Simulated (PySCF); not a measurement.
**Kr²⁺: dipole response in aug-cc-pVTZ-DK**

How polarisable is Kr²⁺ at the levels listed below?

Method: unrestricted determinants in a Gaussian basis, no spin-orbit coupling in the energies. Code: PySCF 2.14.0.

### 1 What is computed

* Element: krypton (Z = 36)
* Basis: aug-cc-pVTZ-DK (7s6p4d2f, 59 functions)
* Hamiltonian: the spin-free X2C one-electron Hamiltonian (Gaussian nucleus)
* State 1: Kr²⁺: [Ar] 3d10 4s2 4p4, high-spin 3P determinant
* Methods: UHF, PBE, PBE0, M06-2X, B97-3

Outer shells as boxes (Hund's rule):

Kr2+ [Ar] 3d10 4s2 4p4
```
[Ar] core
3d [↑↓][↑↓][↑↓][↑↓][↑↓]
4s [↑↓]
4p [↑↓][↑ ][↑ ]
```

The runs were made by one driver on top of PySCF. The scripts below sum up each run's settings (the driver also hands on starting orbitals that pick excited configurations, and frozen orbitals as a list rather than a count), and the logs come from the driver's own runs. The driver starts from symmetry-adapted Hartree-Fock orbitals, holds the occupation by maximum overlap and uses a logarithmic radial grid for functionals, so a plain start would take other cycles.

The integrals over 59 functions and the set-up took 0.71 s of CPU time.

### 2 Kr²⁺: the ladder of methods

UHF:

input.py

```python
from pyscf import gto, scf, dft, mp, cc
import basis_set_exchange as bse
mol = gto.M(atom="Kr 0 0 0", charge=2, spin=2, symmetry="D2h",
            basis=gto.basis.parse(bse.get_basis("aug-cc-pVTZ-DK", elements=["Kr"], fmt="nwchem")),
            nucmod="G")
mf = scf.UHF(mol).sfx2c1e()
mf.irrep_nelec = {'Ag': (6, 6), 'B1g': (1, 1), 'B2g': (1, 1), 'B3g': (1, 1), 'B1u': (3, 2), 'B2u': (3, 3), 'B3u': (3, 2)}
mf.kernel()
```

The log of the run:

```text
damping factor = 0
level_shift factor = 0
DIIS = <class 'pyscf.scf.diis.CDIIS'>
diis_start_cycle = 1
diis_space = 10
diis_damp = 0
SCF conv_tol = 1e-09
SCF conv_tol_grad = None
number electrons alpha = 18  beta = 16
cycle= 1 E= -2786.83930374747  delta_E= -0.00605  |g|= 0.0323  |ddm|= 0.0696
cycle= 2 E= -2786.83994663601  delta_E= -0.000643  |g|= 0.0113  |ddm|= 0.0228
cycle= 3 E= -2786.84003824809  delta_E= -9.16e-05  |g|= 0.000524  |ddm|= 0.0136
cycle= 4 E= -2786.84003846618  delta_E= -2.18e-07  |g|= 0.000111  |ddm|= 0.00111
cycle= 5 E= -2786.84003847314  delta_E= -6.96e-09  |g|= 3.23e-05  |ddm|= 0.00019
cycle= 6 E= -2786.84003847381  delta_E= -6.66e-10  |g|= 4.53e-06  |ddm|= 6.66e-05
converged SCF energy = -2786.84003847381  <S^2> = 2.0078881  2S+1 = 3.0052541
```

CPU time 2.9 s on a shared host, the integrals not counted.

The occupied shells:

```tsv
shell	electrons	mean orbital energy (eV)	spread (eV)	rms radius (bohr)
1s α	1	-14429.7	0	0.0478
1s β	1	-14429.4	0	0.0478
2s α	1	-1986.3	0	0.199
2s β	1	-1986.1	0	0.199
2p α	3	-1754.3	0.291	0.177
2p β	3	-1753.9	0.125	0.177
3s α	1	-331.06	0	0.565
3s β	1	-330.44	0	0.565
3p α	3	-254.66	0.868	0.581
3p β	3	-253.82	0.141	0.581
3d α	5	-127.59	0.815	0.610
3d β	5	-127.17	0.432	0.610
4s α	1	-57.498	0	1.62
4s β	1	-50.676	0	1.62
4p α	3	-37.905	2.192	1.86
4p β	1	-35.148	0	1.86
```

⟨S²⟩ = 2.008, ⟨L²⟩ = 2.03.

The driver then solved the coupled dipole response at imaginary frequencies: mean α = 7.405 bohr³ (xx, yy, zz: 7.431, 7.354, 7.431), C₆ = 36.00 au for a like pair.

PBE:

Changes to input.py:

```diff
@@ -5,3 +5,3 @@
             nucmod="G")
-mf = scf.UHF(mol).sfx2c1e()
+mf = dft.UKS(mol, xc="PBE").sfx2c1e()
 mf.irrep_nelec = {'Ag': (6, 6), 'B1g': (1, 1), 'B2g': (1, 1), 'B3g': (1, 1), 'B1u': (3, 2), 'B2u': (3, 3), 'B3u': (3, 2)}
```

The log of the run:

```text
damping factor = 0
level_shift factor = 0
DIIS = <class 'pyscf.scf.diis.CDIIS'>
diis_start_cycle = 1
diis_space = 10
diis_damp = 0
SCF conv_tol = 1e-09
SCF conv_tol_grad = None
number electrons alpha = 18  beta = 16
XC functionals = PBE
    J. P. Perdew, K. Burke, and M. Ernzerhof.,  Phys. Rev. Lett. 77, 3865 (1996)
    J. P. Perdew, K. Burke, and M. Ernzerhof.,  Phys. Rev. Lett. 78, 1396 (1997)
    J. P. Perdew, K. Burke, and M. Ernzerhof.,  Phys. Rev. Lett. 77, 3865 (1996)
    J. P. Perdew, K. Burke, and M. Ernzerhof.,  Phys. Rev. Lett. 78, 1396 (1997)
cycle= 1 E= -2788.25096714451  delta_E= -0.0115  |g|= 0.0952  |ddm|= 0.349
cycle= 2 E= -2788.25163668537  delta_E= -0.00067  |g|= 0.0553  |ddm|= 0.108
cycle= 3 E= -2788.25201345007  delta_E= -0.000377  |g|= 0.00315  |ddm|= 0.0418
cycle= 4 E= -2788.25201603928  delta_E= -2.59e-06  |g|= 0.000145  |ddm|= 0.00338
cycle= 5 E= -2788.25201604858  delta_E= -9.3e-09  |g|= 1.12e-05  |ddm|= 0.000199
cycle= 6 E= -2788.25201604863  delta_E= -5.32e-11  |g|= 3.26e-07  |ddm|= 1.31e-05
converged SCF energy = -2788.25201604863  <S^2> = 2.0020932  2S+1 = 3.0013952
```

CPU time 6.1 s on a shared host, the integrals not counted.

The driver then solved the coupled dipole response at imaginary frequencies: mean α = 7.484 bohr³ (xx, yy, zz: 7.434, 7.584, 7.434), C₆ = 36.43 au for a like pair.

PBE0:

Changes to input.py:

```diff
@@ -5,3 +5,3 @@
             nucmod="G")
-mf = dft.UKS(mol, xc="PBE").sfx2c1e()
+mf = dft.UKS(mol, xc="PBE0").sfx2c1e()
 mf.irrep_nelec = {'Ag': (6, 6), 'B1g': (1, 1), 'B2g': (1, 1), 'B3g': (1, 1), 'B1u': (3, 2), 'B2u': (3, 3), 'B3u': (3, 2)}
```

The log of the run:

```text
damping factor = 0
level_shift factor = 0
DIIS = <class 'pyscf.scf.diis.CDIIS'>
diis_start_cycle = 1
diis_space = 10
diis_damp = 0
SCF conv_tol = 1e-09
SCF conv_tol_grad = None
number electrons alpha = 18  beta = 16
XC functionals = PBE0
    C. Adamo and V. Barone.,  J. Chem. Phys. 110, 6158 (1999)
    M. Ernzerhof and G. E. Scuseria.,  J. Chem. Phys. 110, 5029 (1999)
cycle= 1 E= -2788.31493054063  delta_E= -0.00824  |g|= 0.0556  |ddm|= 0.238
cycle= 2 E= -2788.31524261641  delta_E= -0.000312  |g|= 0.0274  |ddm|= 0.0671
cycle= 3 E= -2788.31533689358  delta_E= -9.43e-05  |g|= 0.00174  |ddm|= 0.0216
cycle= 4 E= -2788.3153378506  delta_E= -9.57e-07  |g|= 0.000269  |ddm|= 0.00201
cycle= 5 E= -2788.31533787271  delta_E= -2.21e-08  |g|= 3.67e-06  |ddm|= 0.000314
cycle= 6 E= -2788.31533787272  delta_E= -8.64e-12  |g|= 5.07e-07  |ddm|= 8.41e-06
converged SCF energy = -2788.31533787272  <S^2> = 2.0029396  2S+1 = 3.0019591
```

It used 9.1 s of CPU time after the integrals (shared host).

The driver then solved the coupled dipole response at imaginary frequencies: mean α = 7.419 bohr³ (xx, yy, zz: 7.392, 7.472, 7.392), C₆ = 36.04 au for a like pair.

M06-2X:

Changes to input.py:

```diff
@@ -5,3 +5,3 @@
             nucmod="G")
-mf = dft.UKS(mol, xc="PBE0").sfx2c1e()
+mf = dft.UKS(mol, xc="M062X").sfx2c1e()
 mf.irrep_nelec = {'Ag': (6, 6), 'B1g': (1, 1), 'B2g': (1, 1), 'B3g': (1, 1), 'B1u': (3, 2), 'B2u': (3, 3), 'B3u': (3, 2)}
```

The log of the run:

```text
damping factor = 0
level_shift factor = 0
DIIS = <class 'pyscf.scf.diis.CDIIS'>
diis_start_cycle = 1
diis_space = 10
diis_damp = 0
SCF conv_tol = 1e-09
SCF conv_tol_grad = None
number electrons alpha = 18  beta = 16
XC functionals = M062X
    Y. Zhao and D. G. Truhlar.,  Theor. Chem. Acc. 120, 215 (2008)
    Y. Zhao and D. G. Truhlar.,  Theor. Chem. Acc. 120, 215 (2008)
cycle= 1 E= -2788.7699624618  delta_E= -0.00635  |g|= 0.0198  |ddm|= 0.239
cycle= 2 E= -2788.77008529849  delta_E= -0.000123  |g|= 0.00717  |ddm|= 0.028
cycle= 3 E= -2788.7700939338  delta_E= -8.64e-06  |g|= 0.00147  |ddm|= 0.00661
cycle= 4 E= -2788.7700946115  delta_E= -6.78e-07  |g|= 7.13e-05  |ddm|= 0.00167
cycle= 5 E= -2788.77009461355  delta_E= -2.05e-09  |g|= 8.91e-06  |ddm|= 0.00013
cycle= 6 E= -2788.77009461357  delta_E= -2.41e-11  |g|= 8.64e-07  |ddm|= 1.22e-05
converged SCF energy = -2788.77009461357  <S^2> = 2.0039267  2S+1 = 3.0026167
```

It used 26 s of CPU time after the integrals (shared host).

The driver then solved the coupled dipole response at imaginary frequencies: mean α = 7.405 bohr³ (xx, yy, zz: 7.417, 7.383, 7.417), C₆ = 35.34 au for a like pair.

B97-3:

Changes to input.py:

```diff
@@ -5,3 +5,3 @@
             nucmod="G")
-mf = dft.UKS(mol, xc="M062X").sfx2c1e()
+mf = dft.UKS(mol, xc="HYB_GGA_XC_B97_3").sfx2c1e()
 mf.irrep_nelec = {'Ag': (6, 6), 'B1g': (1, 1), 'B2g': (1, 1), 'B3g': (1, 1), 'B1u': (3, 2), 'B2u': (3, 3), 'B3u': (3, 2)}
```

The log of the run:

```text
damping factor = 0
level_shift factor = 0
DIIS = <class 'pyscf.scf.diis.CDIIS'>
diis_start_cycle = 1
diis_space = 10
diis_damp = 0
SCF conv_tol = 1e-09
SCF conv_tol_grad = None
number electrons alpha = 18  beta = 16
XC functionals = HYB_GGA_XC_B97_3
    T. W. Keal and D. J. Tozer.,  J. Chem. Phys. 123, 121103 (2005)
cycle= 1 E= -2788.37697463095  delta_E= -0.00684  |g|= 0.048  |ddm|= 0.223
cycle= 2 E= -2788.37720922734  delta_E= -0.000235  |g|= 0.0233  |ddm|= 0.0582
cycle= 3 E= -2788.37727757506  delta_E= -6.83e-05  |g|= 0.00148  |ddm|= 0.0183
cycle= 4 E= -2788.37727823645  delta_E= -6.61e-07  |g|= 0.000215  |ddm|= 0.00182
cycle= 5 E= -2788.37727824952  delta_E= -1.31e-08  |g|= 3.02e-06  |ddm|= 0.000249
cycle= 6 E= -2788.37727824952  delta_E= -4.55e-12  |g|= 3.9e-07  |ddm|= 6.77e-06
converged SCF energy = -2788.37727824952  <S^2> = 2.002679  2S+1 = 3.0017855
```

CPU time 9.4 s on a shared host, the integrals not counted.

The driver then solved the coupled dipole response at imaginary frequencies: mean α = 7.402 bohr³ (xx, yy, zz: 7.380, 7.445, 7.380), C₆ = 35.94 au for a like pair.

Radial density 4πr²ρ of Kr²⁺ at UHF:

```tsv
r (bohr)	density	spin density
0.000630	0.308	0.000
0.00106	0.754	0.000
0.00178	1.81	0.000
0.00300	4.21	0.000
0.00504	9.30	0.000
0.00848	18.8	0.000
0.0143	32.7	0.001
0.0240	44.0	0.008
0.0403	41.5	0.035
0.0679	37.5	0.096
0.114	52.2	0.104
0.192	40.8	-0.015
0.323	31.9	0.210
0.543	32.2	0.100
0.914	8.62	0.437
1.54	4.67	1.472
2.58	1.05	0.401
4.35	0.0183	0.006
```

### 3 The response side by side

Kr²⁺, in atomic units:

```tsv
method	mean α	C₆ (like pair)	S(−4)
UHF	7.405	36.00	10.48
PBE	7.484	36.43	10.82
PBE0	7.419	36.04	10.56
M06-2X	7.405	35.34	10.88
B97-3	7.402	35.94	10.47
```

α(iu) at B97-3:

```tsv
u (hartree)	α(iu) (bohr³)
0	7.402
0.0500	7.376
0.100	7.299
0.200	7.007
0.300	6.574
0.500	5.505
0.750	4.210
1.00	3.193
1.50	1.926
2.00	1.263
3.00	0.6617
5.00	0.2815
```

### 4 Summary of results

```
 quantity                               value
α of Kr²⁺  7.402 (B97-3) to 7.484 (PBE) bohr³
```

**Reading.** A single London oscillator with the computed α and C₆ of Kr²⁺ at UHF would have ω = 4 C₆ / (3 α²) = 0.875 hartree. The basis is finite, and no extrapolation was made.
